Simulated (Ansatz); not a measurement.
# InCl₃: vertical ionisation energy

One table from this session's results is given with a row withheld; the runs are named, their logs left out.

Method: unrestricted cation, the program's frozen cores in correlated methods; program: Ansatz 0.2.0, Gaussian basis.

Plan: UKS PBE-D4/def2-TZVPP; UKS r2SCAN-D4/def2-TZVPP; UKS PBE0-D4/def2-TZVPP; UKS B3LYP-D4/def2-TZVPP; UKS wB97X-V/def2-TZVPP; UKS wB97M-V/def2-TZVPP; UKS B2PLYP/def2-TZVPP; UHF-CCSD(T)/def2-TZVPP; UHF-CCSD(T)/def2-QZVPP; extrapolation to the limit; then −ε(HOMO) from the neutral's earlier runs with LDA (SPW92), PBE-D4, revPBE-D4, BLYP-D4, r2SCAN-D4, B97M-V, PBE0-D4, B3LYP-D4, r2SCANh-D4, r2SCAN0-D4, HSE06-D4, BHLYP-D4, CAM-B3LYP-D4, LC-ωPBE, ωB97X-V, ωB97M-V.

**The relaxed structure**

All runs share one geometry, relaxed beforehand with PBE0-D4 in a triple-zeta def2 set. In takes the def2 core potential; no spin-orbit term is included.

SMILES `[Cl][In]([Cl])[Cl]`, 4 atoms, charge 0, spin multiplicity 1.

Atoms are counted from 1 here; the program's logs count them from 0.

Bond lengths: Cl1–In2 2.293 Å, In2–Cl3 2.293 Å, In2–Cl4 2.293 Å. Angles: Cl1–In2–Cl3 120.0°, Cl1–In2–Cl4 120.0°, Cl3–In2–Cl4 120.0°.

Set-up of the first run:

The input, in.yaml:

```yaml
crystal:
  periodic: [false, false, false]
  atoms:
    - {symbol: Cl, position_ang: [-0.202939, 0.521451, 2.213561]}
    - {symbol: In, position_ang: [0.014396, -0.014832, -0.005252]}
    - {symbol: Cl, position_ang: [1.015911, -1.985201, -0.615343]}
    - {symbol: Cl, position_ang: [-0.771970, 1.418281, -1.613166]}
basis:
  gaussian: {orbitals: def2-TZVPP}
total_charge: 1
magnetization: {spin_polarized: true, initial_magnetization: 1}
hamiltonian: {xc: pbe, dispersion: d4}
```

Command:

```
ansatz run in.yaml --threads 2 --pin off --events-out ev --progress --plain --max-ram 32768MiB --backend cpu
```

Among the steps run: Cation, UKS PBE-D4/def2-TZVPP; Cation, UKS r2SCAN-D4/def2-TZVPP; Cation, UKS PBE0-D4/def2-TZVPP; Cation, UKS B3LYP-D4/def2-TZVPP; Cation, UKS wB97X-V/def2-TZVPP; Cation, UKS wB97M-V/def2-TZVPP; Cation, UKS B2PLYP (frozen core)/def2-TZVPP; Cation, UHF-CCSD(T)/def2-TZVPP; Cation, UHF-CCSD(T)/def2-QZVPP.

One of the session's tables, all rows but one given; the rest of the session is left out.

For comparison, −ε(HOMO) of the neutral from earlier runs:

```
  functional  −ε(HOMO) (eV)
 LDA (SPW92)           8.18
      PBE-D4           8.01
   revPBE-D4           7.96
     BLYP-D4           7.84
   r2SCAN-D4           8.40
      B97M-V           8.46
     PBE0-D4           9.46
    B3LYP-D4           9.16
  r2SCANh-D4           8.92
  r2SCAN0-D4              ?
    HSE06-D4           9.05
    BHLYP-D4          10.73
CAM-B3LYP-D4          10.84
     LC-ωPBE          12.32
     ωB97X-V          11.92
     ωB97M-V          11.74
```

**Question.** Estimate the row for r2SCAN0-D4.

Worked estimate for «−ε(HOMO) (eV)». Against the share of exact exchange, r2SCAN-D4 (0, 8.40), r2SCANh-D4 (0.1, 8.92) give a slope of 5.20 per unit share; at 0.25 the line stands at 9.70.

**Answer.** −ε(HOMO) (eV): 9.71. In «−ε(HOMO) (eV)» the line misses by -0.01.
